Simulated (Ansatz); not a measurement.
# C₂H₉BGe: a ladder of functionals and wavefunction methods

Aim: compute C₂H₉BGe with functionals from several rungs and with coupled cluster. The yardstick is the atomisation energy at the CCSD(T) limit.

The runs use Ansatz 0.2.0, Gaussian basis; functionals in def2-TZVPP, the program's frozen cores in correlated methods.

Levels to be run: PBE-D4, r2SCAN-D4, PBE0-D4, B3LYP-D4, ωB97X-V, ωB97M-V, B2PLYP; CCSD(T)/def2-TZVPP; MP2/def2-QZVPP; extrapolation to the limit.

## (1) Structure used throughout

An earlier PBE0-D4 in a triple-zeta def2 set relaxation fixed the geometry.

SMILES `C[BH][GeH2][CH3]`, 13 atoms, charge 0, spin multiplicity 1.

Atoms are counted from 1 here; the program's logs count them from 0.

Bond lengths: C1–B2 1.550 Å, C1–H5 1.091 Å, C1–H6 1.105 Å, C1–H7 1.093 Å, B2–Ge3 2.068 Å, B2–H8 1.202 Å, Ge3–C4 1.963 Å, Ge3–H9 1.550 Å, Ge3–H10 1.547 Å, C4–H11 1.090 Å, C4–H12 1.091 Å, C4–H13 1.091 Å. Angles: B2–C1–H5 116.2°, B2–C1–H6 103.6°, B2–C1–H7 114.1°, H5–C1–H6 106.5°, H5–C1–H7 110.2°, H6–C1–H7 105.0°, C1–B2–Ge3 123.9°, C1–B2–H8 118.5°, Ge3–B2–H8 117.4°, B2–Ge3–C4 113.4°, B2–Ge3–H9 107.7°, B2–Ge3–H10 112.5°, C4–Ge3–H9 107.8°, C4–Ge3–H10 108.9°, H9–Ge3–H10 106.1°, Ge3–C4–H11 110.5°, Ge3–C4–H12 110.0°, Ge3–C4–H13 110.5° and more.

Coordinates:

```mol
C2H9BGe
  3D, bonds by distance, orders not assigned

 13 12  0  0  0  0  0  0  0  0999 V2000
   -1.1214    1.9719   -0.7558 C   0  0
   -0.9652    0.5899   -0.0716 B   0  0
    0.8559   -0.2369    0.4546 Ge  0  0
    0.8965   -2.1939    0.3072 C   0  0
   -0.2419    2.3538   -1.2764 H   0  0
   -1.3100    2.6593    0.0883 H   0  0
   -2.0054    2.0579   -1.3934 H   0  0
   -1.9574   -0.0065    0.2509 H   0  0
    1.1307    0.1329    1.9342 H   0  0
    2.0316    0.3518   -0.3599 H   0  0
    1.8518   -2.5834    0.6602 H   0  0
    0.0966   -2.6302    0.9070 H   0  0
    0.7586   -2.5011   -0.7304 H   0  0
  1  2  8  0
  2  3  8  0
  3  4  8  0
  1  5  8  0
  1  6  8  0
  1  7  8  0
  2  8  8  0
  3  9  8  0
  3 10  8  0
  4 11  8  0
  4 12  8  0
  4 13  8  0
M  END
```

## (2) PBE-D4 (GGA)

Contents of in.yaml:

```yaml
crystal:
  periodic: [false, false, false]
  atoms:
    - {symbol: C, position_ang: [-1.121372, 1.971898, -0.755816]}
    - {symbol: B, position_ang: [-0.965240, 0.589858, -0.071627]}
    - {symbol: Ge, position_ang: [0.855903, -0.236932, 0.454582]}
    - {symbol: C, position_ang: [0.896538, -2.193869, 0.307224]}
    - {symbol: H, position_ang: [-0.241885, 2.353825, -1.276400]}
    - {symbol: H, position_ang: [-1.309977, 2.659285, 0.088306]}
    - {symbol: H, position_ang: [-2.005404, 2.057948, -1.393449]}
    - {symbol: H, position_ang: [-1.957383, -0.006536, 0.250899]}
    - {symbol: H, position_ang: [1.130661, 0.132892, 1.934169]}
    - {symbol: H, position_ang: [2.031572, 0.351827, -0.359926]}
    - {symbol: H, position_ang: [1.851808, -2.583389, 0.660218]}
    - {symbol: H, position_ang: [0.096609, -2.630216, 0.906987]}
    - {symbol: H, position_ang: [0.758572, -2.501092, -0.730367]}
basis:
  gaussian: {orbitals: def2-TZVPP}
hamiltonian: {xc: pbe, dispersion: d4}
output: {forces: true, orbitals: {seedname: orbitals}}
```

On the command line:

```sh
ansatz run in.yaml --threads 4 --pin off --events-out ev --progress --plain --max-ram 10444MiB
```

Further steps of the session: r2SCAN-D4 (meta-GGA); PBE0-D4 (hybrid); B3LYP-D4 (hybrid); ωB97X-V (range-separated); ωB97M-V (range-separated); B2PLYP (double hybrid); CCSD(T) in def2-TZVPP; MP2 in def2-QZVPP.

Q: Predict the results of all the runs planned. Wanted: atomisation energy, CCSD(T)/CBS; farthest; mean size of error, hybrid; mean size of error, range-separated; gap, smallest and largest; T1 diagnostic; triples share of the correlation energy.

**Answer**, as computed:

```
                               quantity                                                           value
        atomisation energy, CCSD(T)/CBS                                                       46.465 eV
    functionals within 0.465 eV (1.0 %)  PBE-D4, r2SCAN-D4, PBE0-D4, B3LYP-D4, ωB97X-V, ωB97M-V, B2PLYP
                               farthest                                              B2PLYP (-0.431 eV)
             mean size of error, hybrid                                                        0.051 eV
    mean size of error, range-separated                                                        0.080 eV
              gap, smallest and largest                            3.72 eV (PBE-D4), 10.35 eV (ωB97X-V)
                          T1 diagnostic                                                          0.0110
triples share of the correlation energy                                                           3.5 %
```

In words: PBE-D4 is off by +0.325 eV. Double hybrids carry the basis error of their MP2 part in triple zeta, and no dispersion term here, so their miss is partly the set-up's. The reference freezes the cores and leaves out relativity and excitations past (T), and its outer-core shells are covered unevenly, so misses under about 0.465 eV can't be ranked. Hartree-Fock recovers 77 % of the binding; the rest is correlation. The gap grows from 3.7 to 10.4 eV across the functionals, mostly with the share of exact exchange. Correlated methods include outer-core shells of Ge, which these sets cover unevenly.
